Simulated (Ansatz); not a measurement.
# CH5AlF2OSi: the cost of one run

All numbers below are computed with Ansatz 0.2.0 (RHF/6-31G*).

**1. The starting structure**

Bond lengths: C1–Al2 2.021 Å, Al2–O3 1.865 Å, O3–Si4 1.657 Å, Si4–F5 1.734 Å, Si4–F6 1.663 Å, C1–H7 1.084 Å, C1–H8 1.123 Å, C1–H9 1.036 Å, Al2–H10 1.615 Å, Si4–H11 1.524 Å. Angles (14 of 16 angles, heavy atoms first): C1–Al2–O3 121.0°, Al2–O3–Si4 104.3°, O3–Si4–F5 107.7°, O3–Si4–F6 115.2°, F5–Si4–F6 108.3°, C1–Al2–H10 118.4°, O3–Al2–H10 120.6°, Al2–C1–H7 108.0°, Al2–C1–H8 104.4°, Al2–C1–H9 108.8°, O3–Si4–H11 112.0°, F5–Si4–H11 104.0°, F6–Si4–H11 109.1°, H7–C1–H8 111.0°.

As a file:

```xyz
11

C     0.7924   -1.9154   -0.4972
Al    1.0863    0.0628   -0.2044
O    -0.1168    1.3207   -0.8727
Si   -1.2014    1.5462    0.3589
F    -2.5073    2.5064   -0.2582
F    -0.5910    2.3021    1.7089
H     0.6577   -2.3810    0.4721
H    -0.1495   -1.9716   -1.1056
H     1.5983   -2.2983   -1.0233
H     2.3655    0.5292    0.6648
H    -1.8689    0.2418    0.7773
```

**2. End point A**

input.yaml reads:

```yaml
crystal:
  periodic: [false, false, false]
  atoms:
    - { symbol: C, position_ang: [0.7924, -1.9154, -0.4972] }
    - { symbol: Al, position_ang: [1.0863, 0.0628, -0.2044] }
    - { symbol: O, position_ang: [-0.1168, 1.3207, -0.8727] }
    - { symbol: Si, position_ang: [-1.2014, 1.5462, 0.3589] }
    - { symbol: F, position_ang: [-2.5073, 2.5064, -0.2582] }
    - { symbol: F, position_ang: [-0.591, 2.3021, 1.7089] }
    - { symbol: H, position_ang: [0.6577, -2.381, 0.4721] }
    - { symbol: H, position_ang: [-0.1495, -1.9716, -1.1056] }
    - { symbol: H, position_ang: [1.5983, -2.2983, -1.0233] }
    - { symbol: H, position_ang: [2.3655, 0.5292, 0.6648] }
    - { symbol: H, position_ang: [-1.8689, 0.2418, 0.7773] }
basis:
  gaussian: { orbitals: "6-31G*" }
hamiltonian:
  xc: hf
relax:
  f_tol: 0.02
  max_steps: 50
```

The run is started by

```
ansatz run input.yaml --threads 2 --pin off --max-ram 3072MiB --backend cpu --events-out ev --progress --plain --runs-dir out
```

What time and memory should one allow on 2 threads of Intel Xeon Platinum 8488C (Sapphire Rapids), shared host?

About 34 s, with a peak of 0.26 GiB.
